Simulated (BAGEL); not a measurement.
# HF/6-31G(d) (density fitting with qzvpp-jkfit, spherical functions) run of B2N2H6 (SMILES BNBN)

What is the vertical singlet–triplet gap of B2N2H6 at HF/6-31G* (density fitting with qzvpp-jkfit, spherical functions)? 

The results are computed with BAGEL 1.2.2.

2 further runs of the same task are left out: 1 that didn't finish, 1 set aside as unsound or not needed.

### Step 1. The molecule

B2N2H6: 10 atoms, total charge 0, spin state singlet. SMILES: `BNBN`. The coordinates come from a GFN2-xTB relaxation. This is one conformer, not always the lowest.

Bond lengths: B1–N2 1.395 Å, N2–B3 1.435 Å, B3–N4 1.392 Å, B1–H5 1.170 Å, B1–H6 1.175 Å, N2–H7 1.012 Å, B3–H8 1.168 Å, N4–H9 1.007 Å, N4–H10 1.004 Å. Some angles: B1–N2–B3 128.9°, N2–B3–N4 119.4°, B1–N2–H7 116.7°, B3–N2–H7 114.4°, N2–B1–H5 119.2°, N2–B1–H6 119.5°, N2–B3–H8 120.6°, N4–B3–H8 120.0°, B3–N4–H9 123.7°, B3–N4–H10 123.5°.

### Step 2. A single-point energy at HF/6-31G(d) (density fitting with qzvpp-jkfit, spherical functions)

hf.json

```json
{ "bagel": [

{
  "title": "molecule",
  "basis": "6-31gs.json",
  "df_basis": "qzvpp-jkfit",
  "angstrom": "true",
  "geometry": [
    { "atom": "B", "xyz": [       0.874920,       0.241900,      -1.671920 ] },
    { "atom": "N", "xyz": [       0.461410,       0.327170,      -0.342630 ] },
    { "atom": "B", "xyz": [      -0.551100,      -0.429930,       0.335990 ] },
    { "atom": "N", "xyz": [      -0.812530,      -0.173510,       1.679320 ] },
    { "atom": "H", "xyz": [       0.362140,      -0.536230,      -2.380010 ] },
    { "atom": "H", "xyz": [       1.727930,       0.950810,      -2.058700 ] },
    { "atom": "H", "xyz": [       0.928840,       1.014010,       0.235390 ] },
    { "atom": "H", "xyz": [      -1.154330,      -1.256040,      -0.228670 ] },
    { "atom": "H", "xyz": [      -0.328850,       0.525090,       2.218930 ] },
    { "atom": "H", "xyz": [      -1.508440,      -0.663270,       2.212290 ] }
  ]
},

{
  "title": "hf"
},

{
  "title": "print",
  "file": "orbitals.molden",
  "orbitals": "true"
}

]}
```

The basis set 6-31G* is read from a file made from the Basis Set Exchange's data (not shown).

Command:

```console
$ BAGEL_NUM_THREADS=1 BAGEL hf.json > hf.out
```

The program printed:

```text
* using 1 threads per process

  ===============================================================
  ===============================================================

  *** Geometry ***

  { "atom" : "B", "xyz" : [      1.653359,      0.457125,     -3.159471 ] },
  { "atom" : "N", "xyz" : [      0.871939,      0.618262,     -0.647477 ] },
  { "atom" : "B", "xyz" : [     -1.041428,     -0.812450,      0.634929 ] },
  { "atom" : "N", "xyz" : [     -1.535459,     -0.327886,      3.173455 ] },
  { "atom" : "H", "xyz" : [      0.684345,     -1.013328,     -4.497567 ] },
  { "atom" : "H", "xyz" : [      3.265314,      1.796770,     -3.890379 ] },
  { "atom" : "H", "xyz" : [      1.755253,      1.916201,      0.444823 ] },
  { "atom" : "H", "xyz" : [     -2.181368,     -2.373572,     -0.432124 ] },
  { "atom" : "H", "xyz" : [     -0.621436,      0.992276,      4.193170 ] },
  { "atom" : "H", "xyz" : [     -2.850538,     -1.253399,      4.180622 ] },

  Number of auxiliary basis functions:      412

  Since a DF basis is specified, we compute 2- and 3-index integrals:
    o Being stored without compression. Storage requirement is 0.015 GB

  Number of basis functions:       68
  Number of electrons      :       30

    * METHOD: MOLECULE                             0.13

  *** RHF ***

  === Nuclear Repulsion ===
   101.7170026761

      * DIIS with orbital gradients will be used.

  === RHF iteration (6-31gs.json) ===
      0       -161.62273835          0.02704164           0.02
      1       -161.80483309          0.01425155           0.02
      2       -161.86341815          0.00201197           0.02
      3       -161.86496062          0.00036091           0.02
      4       -161.86500113          0.00009576           0.02
      5       -161.86500408          0.00002428           0.02
      6       -161.86500432          0.00000618           0.02
      7       -161.86500434          0.00000106           0.02
      8       -161.86500434          0.00000041           0.02
      9       -161.86500434          0.00000016           0.02
     10       -161.86500434          0.00000004           0.02
     11       -161.86500434          0.00000001           0.02
     12       -161.86500434          0.00000000           0.02
    * SCF iteration converged.

    * Permanent dipole moment:
           (    0.082244,    -0.319060,    -1.037869) a.u.

    * METHOD: HF                                   0.36

    * METHOD: PRINT                                0.01

  ===============================================================
```

Wall time 0.62 s (1 thread of Arm Neoverse V2, shared host).

### Step 3. The triplet at the same level

job.json

```json
{ "bagel": [

{
  "title": "molecule",
  "basis": "6-31gs.json",
  "df_basis": "qzvpp-jkfit",
  "angstrom": "true",
  "geometry": [
    { "atom": "B", "xyz": [       0.874920,       0.241900,      -1.671920 ] },
    { "atom": "N", "xyz": [       0.461410,       0.327170,      -0.342630 ] },
    { "atom": "B", "xyz": [      -0.551100,      -0.429930,       0.335990 ] },
    { "atom": "N", "xyz": [      -0.812530,      -0.173510,       1.679320 ] },
    { "atom": "H", "xyz": [       0.362140,      -0.536230,      -2.380010 ] },
    { "atom": "H", "xyz": [       1.727930,       0.950810,      -2.058700 ] },
    { "atom": "H", "xyz": [       0.928840,       1.014010,       0.235390 ] },
    { "atom": "H", "xyz": [      -1.154330,      -1.256040,      -0.228670 ] },
    { "atom": "H", "xyz": [      -0.328850,       0.525090,       2.218930 ] },
    { "atom": "H", "xyz": [      -1.508440,      -0.663270,       2.212290 ] }
  ]
},

{ "title": "uhf", "nopen": 2 },

{ "title": "print", "file": "orbitals.molden", "orbitals": "true" }

]}
```

The basis set 6-31G* is read from a file made from the Basis Set Exchange's data (not shown).

Command:

```console
$ BAGEL_NUM_THREADS=1 BAGEL job.json > job.out
```

The program printed:

```text
* using 1 threads per process

  ===============================================================
  ===============================================================

  *** Geometry ***

  { "atom" : "B", "xyz" : [      1.653359,      0.457125,     -3.159471 ] },
  { "atom" : "N", "xyz" : [      0.871939,      0.618262,     -0.647477 ] },
  { "atom" : "B", "xyz" : [     -1.041428,     -0.812450,      0.634929 ] },
  { "atom" : "N", "xyz" : [     -1.535459,     -0.327886,      3.173455 ] },
  { "atom" : "H", "xyz" : [      0.684345,     -1.013328,     -4.497567 ] },
  { "atom" : "H", "xyz" : [      3.265314,      1.796770,     -3.890379 ] },
  { "atom" : "H", "xyz" : [      1.755253,      1.916201,      0.444823 ] },
  { "atom" : "H", "xyz" : [     -2.181368,     -2.373572,     -0.432124 ] },
  { "atom" : "H", "xyz" : [     -0.621436,      0.992276,      4.193170 ] },
  { "atom" : "H", "xyz" : [     -2.850538,     -1.253399,      4.180622 ] },

  Number of auxiliary basis functions:      412

  Since a DF basis is specified, we compute 2- and 3-index integrals:
    o Being stored without compression. Storage requirement is 0.015 GB

  Number of basis functions:       68
  Number of electrons      :       30

    * METHOD: MOLECULE                             0.13

  *** Open-shell HF ***

  === Nuclear Repulsion ===
   101.7170026761

      * DIIS with orbital gradients will be used.

  === UHF iteration (6-31gs.json) ===
      0       -161.31255195          0.05642512           0.04
      1       -161.52172554          0.03083437           0.04
      2       -161.57744381          0.01747272           0.04
      3       -161.60168955          0.00196470           0.04
      4       -161.60341823          0.00094334           0.04
      5       -161.60373291          0.00041607           0.04
      6       -161.60386864          0.00014302           0.04
      7       -161.60388392          0.00008930           0.04
      8       -161.60388998          0.00007581           0.04
      9       -161.60389669          0.00006753           0.04
[... 17 lines of this table left out ...]
     27       -161.60391522          0.00000002           0.04
     28       -161.60391522          0.00000002           0.04
     29       -161.60391522          0.00000001           0.04
     30       -161.60391522          0.00000001           0.04
    * SCF iteration converged.

    * S^2 (UHF) is 2.0167

    * Permanent dipole moment:
           (   -0.171827,    -0.331969,    -0.392385) a.u.

    * METHOD: UHF                                  1.45

    * METHOD: PRINT                                0.01

  ===============================================================
```

Wall time 1.7 s (1 thread of Arm Neoverse V2, shared host).

### Step 4. Results

At HF/6-31G* (density fitting with qzvpp-jkfit, spherical functions):

```
                                        quantity          value
                           singlet: total energy  -161.86500 Eh
                          singlet: dipole moment         2.77 D
                            singlet: HOMO energy      -10.84 eV
                            singlet: LUMO energy        4.20 eV
                          singlet: HOMO–LUMO gap       15.03 eV
                           triplet: total energy  -161.60392 Eh
                          triplet: dipole moment         1.38 D
                                   triplet: ⟨S²⟩          2.017
vertical energy of the triplet above the singlet       7.105 eV
```

What this shows: At this shape the triplet lies 7.10 eV (685 kJ/mol) above the singlet.
